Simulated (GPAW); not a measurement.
Runs of GPAW 26.7.0 on HfMoC2. The structure is tetragonal, space group P4/mmm (No. 123). The conventional cell has a = 3.191 Å, b = 3.191 Å, c = 4.485 Å, α = 90.00°, β = 90.00°, γ = 90.00°. Around Hf (site symmetry 4/mmm) lie 6 C at 2.24 to 2.26 Å. Mo (site symmetry 4/mmm) is surrounded by 6 C at 2.24 to 2.26 Å. Around C (site symmetry 4/mmm) lie 2 Mo at 2.24 Å and 4 Hf at 2.26 Å. Around C (site symmetry 4/mmm) lie 2 Hf at 2.24 Å and 4 Mo at 2.26 Å. The cell comes from a database or a generator and needn't be the stable form of this composition.

```tsv
task	level	potentials or basis	cell	k mesh	optimizer	fmax	max steps	convergence	band path	gap on the mesh (eV)	pressure (GPa)	V0 of scaled cells (Å³/atom)	relaxed volume (Å³/atom)	B0 (GPa)
relaxation of cell and atoms	PBEsol	PAW data sets generated in the run's folder for this functional, pw	relaxed	6 × 6 × 5	BFGS	0.02 eV/Å	60	density=1e-05 forces=0.0001	-	none	0.2	-	11.11	-
relaxation of cell and atoms	PBEsol+D4	PAW data sets generated in the run's folder for this functional, pw	relaxed	6 × 6 × 5	BFGS	0.02 eV/Å	60	density=1e-05 forces=0.0001	-	none	0.0	-	11.01	-
single point	PBE	GPAW PAW data sets (gpaw-data 1.2.1), pw	as given	8 × 8 × 6	-	-	-	-	-	none	-0.4	-	-	-
band structure	PBEsol	PAW data sets generated in the run's folder for this functional, pw	as given	7 × 7 × 5	-	-	-	-	GXMGZRAZ,XR,MA	-	-8.0	-	-	-
equation of state	PBE	GPAW PAW data sets (gpaw-data 1.2.1), pw	as given	7 × 7 × 5	-	-	-	-	-	-	-	11.41	-	278
band structure	LDA	the program's PAW data sets (release 1.2.1) made for this functional, pw	as given	7 × 7 × 5	-	-	-	-	GXMGZRAZ,XR,MA	-	-14.3	-	-	-
relaxation of cell and atoms	PBEsol+D3	PAW data sets generated in the run's folder for this functional, pw	relaxed	6 × 6 × 5	BFGS	0.02 eV/Å	60	density=1e-05 forces=0.0001	-	none	0.0	-	10.98	-
equation of state	PBE	GPAW PAW data sets (gpaw-data 1.2.1), pw	as given	8 × 8 × 6	-	-	-	-	-	-	-	11.41	-	(b)
equation of state	LDA	the program's PAW data sets (release 1.2.1) made for this functional, pw	as given	7 × 7 × 5	-	-	-	-	-	-	-	10.87	-	314
relaxation of cell and atoms	PBEsol+D3(BJ)	PAW data sets generated in the run's folder for this functional, pw	relaxed	6 × 6 × 5	BFGS	0.02 eV/Å	60	density=1e-05 forces=0.0001	-	none	0.0	-	(c)	-
relaxation of cell and atoms	PBEsol+D3(BJ)+ATM	PAW data sets generated in the run's folder for this functional, pw	relaxed	6 × 6 × 5	BFGS	0.02 eV/Å	60	density=1e-05 forces=0.0001	-	none	0.0	-	(a)	-
band structure	PBE	GPAW PAW data sets (gpaw-data 1.2.1), pw	as given	7 × 7 × 5	-	-	-	-	GXMGZRAZ,XR,MA	-	-0.4	-	-	-
```

Alike in all rows: no spin polarisation; cutoff (eV) 800; smearing fermi-dirac 0.05 eV.

Task: Fill in the values left out.

Result: (a) 10.95; (b) 279; (c) 10.90.

Caveats: later steps reuse the first step's grids (some runs); pairwise dispersion overbinds metals, which lowers pressure and volume (some runs); the cell was scaled at fixed shape and fractional positions, which overstates the stiffness of a crystal with free parameters, most of all of layers and chains (some runs).

A k mesh can miss the band edges, and the runs leave out spin-orbit coupling on Hf, Mo.

A gap of «none» marks a metal or a gap under the smearing width.

Not every run made on this cell is shown here.
